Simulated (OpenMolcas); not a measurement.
# Rh³⁺ among point charges: CASSCF and CASPT2 levels and susceptibility

How does a field of 6 point charges split the states of Rh³⁺, and what χT follows?

Method: state-averaged CASSCF and CASPT2, spin-orbit coupling by RASSI with atomic mean-field integrals. Code: OpenMolcas 26.06.

**1. The atom as given**

| Property | Result |
| --- | --- |
| Species | Rh³⁺ (rhodium, Z = 45, 42 electrons) |
| Basis | ANO-RCC-VDZP [6s5p3d1f], 43 functions |
| Scalar Hamiltonian | DKH2, point nucleus |
| Inactive shells | 1s 2s 2p 3s 3p 3d 4s 4p |
| Active space | 6 electrons in 5 orbitals (4d) |
| Some configurations of this space | 4d⁶ |
| Orbitals | optimised for each spin and parity, averaged over all roots |

The outer shells:

4d6
```
4d [↑↓][↑ ][↑ ][↑ ][↑ ]
```

The ion sits among 6 point charges of -1.7 e arranged as a trigonal prism (D3h), 2.25 Å from the ion, with a polar angle of 55.5° against the regular 49.1°.

Each step is its own input file, run in one work folder so that later steps find the files of earlier ones. Labels, J, g values, rates, χT and fits are worked out afterwards by a script from the matrices that RASSI stores.

**2. GATEWAY and SEWARD: basis and integrals**

Input file a.inp:

```
&GATEWAY
Coord
1

Rh 0.0 0.0 0.0
Basis=ANO-RCC-VDZP
Group=NoSym
NoMove
AngMom=0.0 0.0 0.0
AMFI
XField
6 Angstrom 0
1.853906 0.000000 1.274964 -1.700000
-0.926953 1.605529 1.274964 -1.700000
-0.926953 -1.605529 1.274964 -1.700000
1.853906 0.000000 -1.274964 -1.700000
-0.926953 1.605529 -1.274964 -1.700000
-0.926953 -1.605529 -1.274964 -1.700000
&SEWARD
```

On the command line:

```console
$ OMP_NUM_THREADS=1 MOLCAS_MEM=1689 MOLCAS_PROJECT=a pymolcas a.inp > a.log
```

**3. Reference wave functions, quintets, 5 roots**

Input file a.inp:

```
&RASSCF
FileOrb=start.orb
Symmetry=1
Spin=5
nActEl=6 0 0
Inactive=18
Ras2=5
CIRoot=5 5 1
SDav=5
CIMx=300
Iter=120 100
PrWF=0.3
OrbListing=Nothing
MaxOrb=0
>>> COPY $Project.JobIph JOB001
```

start.orb holds the contracted functions of the basis, ordered by shell, or the orbitals of the step before.

**4. CASSCF: triplets, 45 roots**

Input file a.inp:

```
&RASSCF
FileOrb=start.orb
Symmetry=1
Spin=3
nActEl=6 0 0
Inactive=18
Ras2=5
CIRoot=45 45 1
SDav=45
CIMx=300
Iter=120 100
PrWF=0.3
OrbListing=Nothing
MaxOrb=0
>>> COPY $Project.JobIph JOB002
```

**5. CASSCF: singlets, 50 roots**

Input file a.inp:

```
&RASSCF
FileOrb=start.orb
Symmetry=1
Spin=1
nActEl=6 0 0
Inactive=18
Ras2=5
CIRoot=50 50 1
SDav=50
CIMx=300
Iter=120 100
PrWF=0.3
OrbListing=Nothing
MaxOrb=0
>>> COPY $Project.JobIph JOB003
```

**6. State interaction with spin-orbit coupling**

Input file a.inp:

```
&RASSI
NrOfJobIphs=3 5 45 50
1 2 3 4 5
1 2 3 4 5 6 7 8 9 10 11 12 13 14 15 16 17 18 19 20 21 22 23 24 25 26 27
28 29 30 31 32 33 34 35 36 37 38 39 40 41 42 43 44 45
1 2 3 4 5 6 7 8 9 10 11 12 13 14 15 16 17 18 19 20 21 22 23 24 25 26 27
28 29 30 31 32 33 34 35 36 37 38 39 40 41 42 43 44 45 46 47 48 49 50
IphNames
JOB001
JOB002
JOB003
EJob
SpinOrbit
DIPRint=1.0
SOCoupling=1000.0
Subsets=2
Property=9
'ANGMOM' 1 'ANGMOM' 2 'ANGMOM' 3 'MLTPL  1' 1 'MLTPL  1' 2 'MLTPL  1' 3
'AMFI' 1 'AMFI' 2 'AMFI' 3
SOProperty=3
'ANGMOM' 1 'ANGMOM' 2 'ANGMOM' 3
```

**7. CASPT2: IPEA 0.25, imaginary shift 0.1 (closed shells correlated: 4s 4p)**

Input file a.inp:

```
>>> COPY JOB001 $Project.JobIph
&CASPT2
Multistate=5 1 2 3 4 5
NoMult
Frozen=14
IPEA=0.25
Imaginary=0.1
MaxIter=60
WThr=0.0 0.3 0.05
PrWF=0.5
NoMix
>>> COPY JOB002 $Project.JobIph
&CASPT2
Multistate=45 1 2 3 4 5 6 7 8 9 10 11 12 13 14 15 16 17 18 19 20 21 22
23 24 25 26 27 28 29 30 31 32 33 34 35 36 37 38 39 40 41 42 43 44 45
NoMult
Frozen=14
IPEA=0.25
Imaginary=0.1
MaxIter=60
WThr=0.0 0.3 0.05
PrWF=0.5
NoMix
>>> COPY JOB003 $Project.JobIph
&CASPT2
Multistate=50 1 2 3 4 5 6 7 8 9 10 11 12 13 14 15 16 17 18 19 20 21 22
23 24 25 26 27 28 29 30 31 32 33 34 35 36 37 38 39 40 41 42 43 44 45 46
47 48 49 50
NoMult
Frozen=14
IPEA=0.25
Imaginary=0.1
MaxIter=60
WThr=0.0 0.3 0.05
PrWF=0.5
NoMix
```

(Steps that only read results are left out.)

Q: Predict the outcome of this session. Wanted: spin-free ground state; first state of the same spin within the active space; lowest level; next level.

**Answer**, as computed:

| quantity | value |
| --- | --- |
| method | SS-CASPT2, IPEA 0.25, imaginary shift 0.1 (closed shells correlated: 4s 4p) |
| spin-free ground state | 5A1, 1-fold in its orbital part |
| first state of the same spin within the active space | 5E at 1910 cm⁻¹ |
| lowest level | 1-fold A1 |
| next level | 90.0 cm⁻¹ |
| χT at 300 K | 4.24 cm³ K/mol |
| effective moment at 300 K | 5.82 μB |

Cost by method:

```csv
method,time of its own steps,time with the reference
A. CASSCF,28 s,28 s
"B. SS-CASPT2, IPEA 0.25, imaginary shift 0.1, +4s 4p",9.7 s,38 s
```

Times are of one thread on a shared host.

What this shows: The spin-free ground state (5A1) comes to 100 % from free-ion D terms and keeps the highest spin of the shell. χT at 300 K is 4.24, against 3.01 cm³ K/mol for the spin alone, so orbital moment adds to it. An active space of the d shell alone favours high spin; real ions in strong fields can be low spin. CASPT2 does not keep the components of a term degenerate, and the means are used. The field of point charges can differ much from that of real complexes. With metal d orbitals alone active, the gaps between spin states are rough; where two lie within a few thousand cm-1, their order is open. This is an electrostatic model: the charges have no orbitals.
